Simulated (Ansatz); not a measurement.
# Li: the cost of one run

Method: DFT PBE, scalar-relativistic, plane waves, PAW, in Ansatz 0.2.0.

## Step 1: The starting structure

The structure is cubic, space group Im-3m (No. 229). Conventional cell: a = 3.470 Å, b = 3.470 Å, c = 3.470 Å, α = 90.00°, β = 90.00°, γ = 90.00°. Li (site symmetry m-3m) has 8 Li at 3.01 Å as nearest neighbours.

Structure file:

```xyz
2
Lattice="3.4700 0.0000 0.0000 0.0000 3.4700 0.0000 0.0000 0.0000 3.4700" Properties=species:S:1:pos:R:3 pbc="T T T"
Li    0.0000    0.0000    0.0000
Li    1.7350    1.7350    1.7350
```

## Step 2: Relaxing cell and atoms: Li, no spin

File input.yaml:

```yaml
crystal:
  lattice:
    - [3.47, 0.0, 0.0]
    - [0.0, 3.47, 0.0]
    - [0.0, 0.0, 3.47]
  atoms:
    - { symbol: Li, position: [0.0, 0.0, 0.0] }
    - { symbol: Li, position: [0.5, 0.5, 0.5] }
scf:
  occupations: { method: methfessel_paxton, width: 0.1 }
output:
  forces: true
  stress: true
  eigenvalues: true
  write_density: true
  write_potential: true
  elf: true
  volumetric_format: npy
hamiltonian:
  xc: pbe
kpoints:
  mp_grid: { grid: [20, 20, 20] }
relax:
  f_tol: 0.005
  cell: { stress_tol: 0.02 }
basis:
  ecutwfc: 600
```

Run with:

```bash
$ ansatz run input.yaml --threads 8 --pin off --max-ram 24576MiB --backend cpu --events-out ev --progress --plain --runs-dir out
```

Q: Estimate wall time and peak memory on 8 threads of AMD EPYC 9R45 (Zen 5), shared host.

About 2.3 s, with a peak of 0.6 GiB.
